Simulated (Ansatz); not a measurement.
# Y3Te: the cost of one run

Computed with Ansatz 0.2.0 (DFT PBE, scalar-relativistic, plane waves, PAW, unless a step's input says otherwise).

### 1 The starting structure

Symmetry: Pm-3m, No. 221, cubic system. The conventional cell has a = 4.798 Å, b = 4.798 Å, c = 4.798 Å, α = 90.00°, β = 90.00°, γ = 90.00°. Y (site symmetry 4/mmm) is surrounded by 8 Y at 3.39 Å and 4 Te at 3.39 Å. Te (site symmetry m-3m) has 12 Y at 3.39 Å as nearest neighbours.

Structure file:

```cif
data_structure
_symmetry_space_group_name_H-M 'Pm-3m'
_symmetry_Int_Tables_number 221
_cell_length_a 4.7983
_cell_length_b 4.7983
_cell_length_c 4.7983
_cell_angle_alpha 90.000
_cell_angle_beta 90.000
_cell_angle_gamma 90.000
_cell_volume 110.48
loop_
_atom_site_label
_atom_site_type_symbol
_atom_site_symmetry_multiplicity
_atom_site_Wyckoff_symbol
_atom_site_fract_x
_atom_site_fract_y
_atom_site_fract_z
_atom_site_occupancy
Y1 Y 3 c 0.00000 0.50000 0.50000 1
Te1 Te 1 a 0.00000 0.00000 0.00000 1
```

(A quick probe on a coarse mesh, which set the mesh and smearing, is not shown.)

### 3 Full relaxation

Input file input.yaml:

```yaml
crystal:
  lattice:
    - [4.7983356774, 0.0, 0.0]
    - [0.0, 4.7983356774, 0.0]
    - [0.0, 0.0, 4.7983356774]
  atoms:
    - { symbol: "Y", position: [0.0, 0.5, 0.5] }
    - { symbol: "Y", position: [0.5, 0.0, 0.5] }
    - { symbol: "Y", position: [0.5, 0.5, 0.0] }
    - { symbol: Te, position: [0.0, 0.0, 0.0] }
basis:
  ecutwfc: 420
kpoints:
  mp_grid: { grid: [10, 10, 10] }
hamiltonian:
  xc: pbe
scf:
  occupations: { method: gaussian, width: 0.1 }
output:
  forces: true
  stress: true
  eigenvalues: true
relax:
  adjacent_minimum: "off"
  f_tol: 0.01
  max_steps: 80
  cell: { stress_tol: 0.05 }
```

Started as:

```
ansatz run input.yaml --threads 1 --pin off --max-ram 2560MiB --backend cpu --events-out ev --progress --plain --runs-dir out
```

What time and memory should one allow on 1 thread of Arm Neoverse V1, shared host?

About 43 s, with a peak of 0.46 GiB.
